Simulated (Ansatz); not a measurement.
# Be (diamond type): a single-point run

Aim: a sound single-point run of Be (diamond type). The structure is shown as the input types it.

Program: Ansatz 0.2.0. Level of theory: DFT, LDA, PAW with other files of Ansatz's library (source ansatz), scalar-relativistic (as first typed). These are calculated values, not measurements.

2 further runs of the same task are left out: 2 set aside as unsound or not needed. Runs told in other sessions of the task aren't counted.

## (1) The system as given

The structure is cubic, space group Fd-3m (No. 227). Conventional cell: a = 3.555 Å, b = 3.555 Å, c = 3.555 Å, α = 90.00°, β = 90.00°, γ = 90.00°. Be (site symmetry -43m) is surrounded by 4 Be at 1.54 Å.

Coordinates:

```cif
data_structure
_symmetry_space_group_name_H-M 'P 1'
_symmetry_Int_Tables_number 1
_cell_length_a 2.5135
_cell_length_b 2.5135
_cell_length_c 2.5135
_cell_angle_alpha 60.000
_cell_angle_beta 60.000
_cell_angle_gamma 60.000
_cell_volume 11.23
loop_
_atom_site_label
_atom_site_type_symbol
_atom_site_fract_x
_atom_site_fract_y
_atom_site_fract_z
_atom_site_occupancy
Be1 Be 0.87500 0.87500 0.87500 1
Be2 Be 0.12500 0.12500 0.12500 1
```

## (2) Running it

input.yaml

```yaml
crystal:
  lattice:
    - [0.0, 1.7773385516, 1.7773385516]
    - [1.7773385516, 0.0, 1.7773385516]
    - [1.7773385516, 1.7773385516, 0.0]
  atoms:
    - { symbol: Be, position: [-0.125, -0.125, -0.125] }
    - { symbol: Be, position: [0.125, 0.125, 0.125] }
kpoints:
  mp_grid: { grid: [15, 15, 15] }
scf:
  max_iter: 100
hamiltonian:
  xc: lda
  pseudopotentials: { kind: paw, source: ansatz }
output:
  forces: true
  stress: true
  eigenvalues: true
```

The run is started by

```sh
ansatz run input.yaml --threads 1 --pin off --max-ram 2048MiB --backend cpu --events-out ev --progress --plain --runs-dir out
```

**Question.** How will this run end, and is anything wrong with its input?

The program refused the input before any cycle. Its message: «`scf.occupations.method` is required: fixed only where the cell keeps a band gap throughout the run, explicit beside scf.occupations.values (under evaluate: without them) ...»

Look at the input: scf.occupations.method is missing; scf.occupations.width is missing. A block that this kind of run needs isn't there.

Fix: set scf.occupations.method to fermi_dirac and scf.occupations.width to 0.08.
